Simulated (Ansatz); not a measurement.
# CH₇NSi₂: how energies converge with the basis set

One table from this session's results is given with a row withheld; the runs are named, their logs left out.

The runs use Ansatz 0.2.0, Gaussian basis; one geometry, several basis sets.

Levels to be run: PBE0-D4/def2-SVP; ωB97M-V/def2-SVP; PBE0-D4/def2-QZVPP; ωB97M-V/def2-QZVPP; the functionals' def2-TZVPP values are taken from earlier runs.

## Structure used throughout

All runs share one geometry, relaxed beforehand with PBE0-D4 in a triple-zeta def2 set.

SMILES `N=C([SiH3])[SiH3]`, 11 atoms, charge 0, spin multiplicity 1.

Atoms are counted from 1 here; the program's logs count them from 0.

Bond lengths: N1–C2 1.279 Å, N1–H5 1.026 Å, C2–Si3 1.900 Å, C2–Si4 1.898 Å, Si3–H6 1.488 Å, Si3–H7 1.487 Å, Si3–H8 1.487 Å, Si4–H9 1.488 Å, Si4–H10 1.481 Å, Si4–H11 1.488 Å. Angles: C2–N1–H5 111.9°, N1–C2–Si3 122.6°, N1–C2–Si4 116.2°, Si3–C2–Si4 121.2°, C2–Si3–H6 107.3°, C2–Si3–H7 110.4°, C2–Si3–H8 110.4°, H6–Si3–H7 110.2°, H6–Si3–H8 110.2°, H7–Si3–H8 108.4°, C2–Si4–H9 108.8°, C2–Si4–H10 110.2°, C2–Si4–H11 108.8°, H9–Si4–H10 110.7°, H9–Si4–H11 107.6°, H10–Si4–H11 110.7°.

Set-up of the first run:

Contents of in.yaml:

```yaml
crystal:
  periodic: [false, false, false]
  atoms:
    - {symbol: N, position_ang: [-0.319083, 1.677858, -0.627152]}
    - {symbol: C, position_ang: [-0.110188, 0.487058, -0.210671]}
    - {symbol: Si, position_ang: [0.975718, 0.105732, 1.301021]}
    - {symbol: Si, position_ang: [-0.950903, -0.903023, -1.191375]}
    - {symbol: H, position_ang: [0.164802, 2.375225, -0.050801]}
    - {symbol: H, position_ang: [1.471997, 1.405967, 1.828686]}
    - {symbol: H, position_ang: [2.119100, -0.760911, 0.911084]}
    - {symbol: H, position_ang: [0.184264, -0.602819, 2.341218]}
    - {symbol: H, position_ang: [-1.832813, -1.672348, -0.271784]}
    - {symbol: H, position_ang: [-1.732258, -0.334947, -2.314424]}
    - {symbol: H, position_ang: [0.094861, -1.834691, -1.695005]}
basis:
  gaussian: {orbitals: def2-SVP}
hamiltonian: {xc: pbe0, dispersion: d4}
output: {orbitals: {seedname: orbitals}}
```

Command:

```console
$ ansatz run in.yaml --threads 2 --pin off --events-out ev --progress --plain --max-ram 4352MiB
```

Among the steps run: PBE0-D4 in def2-SVP; ωB97M-V in def2-SVP; PBE0-D4 in def2-QZVPP; ωB97M-V in def2-QZVPP.

One of the session's tables, all rows but one given; the rest of the session is left out.

It belongs to the step «Density functionals: the series». 

```
functional       basis  HOMO (eV)
   PBE0-D4    def2-SVP      -6.86
   PBE0-D4  def2-TZVPP      -7.00
   PBE0-D4  def2-QZVPP      -7.02
   ωB97M-V    def2-SVP          ?
   ωB97M-V  def2-TZVPP      -9.24
   ωB97M-V  def2-QZVPP      -9.26
```

Q: Estimate the row for ωB97M-V, def2-SVP from the others.

**Answer.** HOMO (eV): -9.07. In the column «HOMO (eV)» it lies between ωB97M-V, def2-TZVPP (-9.24) and PBE0-D4, def2-QZVPP (-7.02).
